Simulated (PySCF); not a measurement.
# C5H8GeOS: the cost of one run

Programs: PySCF 2.14.0, with routines of our own; each step states its level. All values are computed. Atoms count from 0.

## 1. The starting structure

16 atoms, charge 0, multiplicity 1; geometry from: GFN2-xTB.

## 2. Magnetic properties: GIAO HF/pcSseg-1

The job: settings as JSON, then the geometry in Å.

```
{"job": {"kind": "mag", "xc": "HF", "basis": "pcSseg-1", "isotopologues": 2}, "charge": 0, "multiplicity": 1}
C     -2.739251     0.724073     0.270876
O     -2.272406    -0.603326     0.239111
C     -0.929799    -0.786489     0.107576
C     -0.400217    -2.046090     0.089541
S      1.303095    -2.021239    -0.087793
C      1.328002    -0.295611    -0.140704
Ge     3.003663     0.644957    -0.322480
C      0.067418     0.213029    -0.024366
H     -2.514291     1.252615    -0.661526
H     -3.818998     0.652912     0.392219
H     -2.316230     1.278503     1.115202
H     -0.927934    -2.974034     0.165751
H      3.914277    -0.114821    -1.223032
H      3.676949     0.813272     1.000355
H      2.742154     1.998917    -0.893713
H     -0.124031     1.272275    -0.038429
```

With the program's defaults for keys left out, this is: GIAO HF/pcSseg-1 magnetisability, rotational g tensor and spin-rotation constants, non-relativistic, gas phase.

Launch:

```
OMP_NUM_THREADS=1 python excited_run.py task.json out
```

This one command runs all jobs of the session in turn.

Q: Estimate the wall time and peak memory of this first job on 1 thread of Arm Neoverse V1, shared host.

About 29 s, with a peak of 1 GiB.
